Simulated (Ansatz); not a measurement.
# C: the cost of one run

Method: DFT r2SCAN, scalar-relativistic, plane waves, PAW, in Ansatz 0.2.0.

### 1 The system as given

It takes space group Im-3m (No. 229, cubic). The conventional cell has a = 4.858 Å, b = 4.858 Å, c = 4.858 Å, α = 90.00°, β = 90.00°, γ = 90.00°. C (site symmetry 3m) is surrounded by 4 C at 1.47 to 1.58 Å.

Structure file:

```xyz
8
Lattice="-2.4291 2.4291 2.4291 2.4291 -2.4291 2.4291 2.4291 2.4291 -2.4291" Properties=species:S:1:pos:R:3 pbc="T T T"
C    -0.7906    0.7906    0.7906
C     1.6385    1.6385    1.6385
C     0.7906   -0.7906    0.7906
C     0.7906    0.7906   -0.7906
C     1.6385   -1.6385    1.6385
C     0.7906    0.7906    0.7906
C    -1.6385    1.6385    1.6385
C     1.6385    1.6385   -1.6385
```

It goes back to an entry of the Materials Project, which need not be the stable form.

This cell was relaxed beforehand with the same method: volume 7.17 Å³/atom, gap on the mesh 3.19 eV.

### 2 The reference cell

Reference values: F = -2006.8272 eV; pressure 0.01 GPa; largest force 0.005 eV/Å; gap on the mesh 3.19 eV. It was computed beforehand with the settings of the runs below.

### 3 Next: biaxial against axial strain

The cell is strained by p along both x and y and by q along z, with fractional coordinates fixed.

### 4 At p = -0.030, q = -0.030

File input.yaml:

```yaml
crystal:
  lattice:
    - [-2.3562356169, 2.3562356169, 2.3562356169]
    - [2.3562356169, -2.3562356169, 2.3562356169]
    - [2.3562356169, 2.3562356169, -2.3562356169]
  atoms:
    - { symbol: C, position: [0.3254551632, 0.0, 0.0] }
    - { symbol: C, position: [0.6745448368, 0.6745448368, 0.6745448368] }
    - { symbol: C, position: [0.0, 0.3254551632, 0.0] }
    - { symbol: C, position: [0.0, 0.0, 0.3254551632] }
    - { symbol: C, position: [0.0, 0.6745448368, 0.0] }
    - { symbol: C, position: [0.3254551632, 0.3254551632, 0.3254551632] }
    - { symbol: C, position: [0.6745448368, 0.0, 0.0] }
    - { symbol: C, position: [0.0, 0.0, 0.6745448368] }
basis:
  ecutwfc: 500
kpoints:
  mp_grid: { grid: [8, 8, 8] }
hamiltonian:
  xc: r2scan
scf:
  occupations: { method: gaussian, width: 0.05 }
output:
  forces: true
  stress: true
  eigenvalues: true
```

The run is started by

```sh
ansatz run input.yaml --threads 2 --pin off --max-ram 5120MiB --backend cpu --events-out ev --progress --plain --runs-dir out
```

Q: Estimate wall time and peak memory on 2 threads of Arm Neoverse V2, shared host.

About 2.2 s, with a peak of 0.44 GiB.
